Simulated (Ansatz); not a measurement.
**C3H7B: small, medium and large basis sets**

The task here is to estimate one member of a computed series from the others.

The runs use Ansatz 0.2.0, Gaussian basis; one geometry, several basis sets.

The runs, in order: PBE0-D4/def2-SVP; ωB97M-V/def2-SVP; PBE0-D4/def2-QZVPP; ωB97M-V/def2-QZVPP; the functionals' def2-TZVPP values are taken from earlier runs.

## The geometry

All runs share one geometry, relaxed beforehand with PBE0-D4 in a triple-zeta def2 set.

11 atoms, charge 0, spin multiplicity 1.

Atoms are counted from 1 here; the program's logs count them from 0.

Bond lengths: B1–C2 1.772 Å, B1–C3 1.707 Å, B1–C4 1.772 Å, B1–H5 1.191 Å, B1–H6 1.192 Å, C2–C3 1.405 Å, C2–H7 1.082 Å, C2–H8 1.082 Å, C3–C4 1.405 Å, C3–H9 1.085 Å, C4–H10 1.082 Å, C4–H11 1.082 Å. Angles: C2–B1–C3 47.6°, C2–B1–C4 85.9°, C2–B1–H5 101.5°, C2–B1–H6 120.3°, C3–B1–C4 47.6°, C3–B1–H5 128.6°, C3–B1–H6 110.7°, C4–B1–H5 101.4°, C4–B1–H6 120.3°, H5–B1–H6 120.7°, B1–C2–C3 63.8°, B1–C2–H7 120.8°, B1–C2–H8 106.0°, C3–C2–H7 118.2°, C3–C2–H8 120.5°, H7–C2–H8 116.1°, B1–C3–C2 68.6°, B1–C3–C4 68.7° and more.

As a file:

| atom | x (Å) | y (Å) | z (Å) |
| --- | --- | --- | --- |
| B1 | -0.8965 | 0.0603 | -0.2062 |
| C2 | 0.5005 | 1.1498 | -0.1770 |
| C3 | 0.5973 | -0.0056 | 0.6162 |
| C4 | 0.2785 | -1.2443 | 0.0353 |
| H5 | -1.1056 | -0.0247 | -1.3752 |
| H6 | -1.7944 | 0.2120 | 0.5635 |
| H7 | 0.4451 | 2.1087 | 0.3213 |
| H8 | 0.8936 | 1.1588 | -1.1852 |
| H9 | 0.4431 | 0.1035 | 1.6850 |
| H10 | 0.6469 | -1.5006 | -0.9494 |
| H11 | 0.0568 | -2.0751 | 0.6922 |

The first run:

The input, in.yaml:

```yaml
crystal:
  periodic: [false, false, false]
  atoms:
    - {symbol: B, position_ang: [-0.896487, 0.060348, -0.206211]}
    - {symbol: C, position_ang: [0.500503, 1.149806, -0.177036]}
    - {symbol: C, position_ang: [0.597338, -0.005636, 0.616236]}
    - {symbol: C, position_ang: [0.278530, -1.244295, 0.035298]}
    - {symbol: H, position_ang: [-1.105558, -0.024692, -1.375158]}
    - {symbol: H, position_ang: [-1.794367, 0.212005, 0.563545]}
    - {symbol: H, position_ang: [0.445075, 2.108693, 0.321279]}
    - {symbol: H, position_ang: [0.893564, 1.158756, -1.185203]}
    - {symbol: H, position_ang: [0.443082, 0.103466, 1.685016]}
    - {symbol: H, position_ang: [0.646898, -1.500592, -0.949374]}
    - {symbol: H, position_ang: [0.056823, -2.075062, 0.692208]}
basis:
  gaussian: {orbitals: def2-SVP}
hamiltonian: {xc: pbe0, dispersion: d4}
output: {orbitals: {seedname: orbitals}}
```

Among the steps run: PBE0-D4 in def2-SVP; ωB97M-V in def2-SVP; PBE0-D4 in def2-QZVPP; ωB97M-V in def2-QZVPP.

One of the session's tables, all rows but one given; the rest of the session is left out.

It belongs to the step «Functionals by basis». 

| functional | basis | HOMO (eV) | LUMO (eV) |
| --- | --- | --- | --- |
| PBE0-D4 | def2-SVP | ? | ? |
| PBE0-D4 | def2-TZVPP | -7.74 | -0.32 |
| PBE0-D4 | def2-QZVPP | -7.74 | -0.38 |
| ωB97M-V | def2-SVP | -9.86 | 1.90 |
| ωB97M-V | def2-TZVPP | -9.89 | 1.65 |
| ωB97M-V | def2-QZVPP | -9.89 | 1.39 |

**Question.** Estimate the row for PBE0-D4, def2-SVP.

**Answer.** HOMO (eV): -7.72; LUMO (eV): -0.21. In the column «HOMO (eV)» it is the highest.
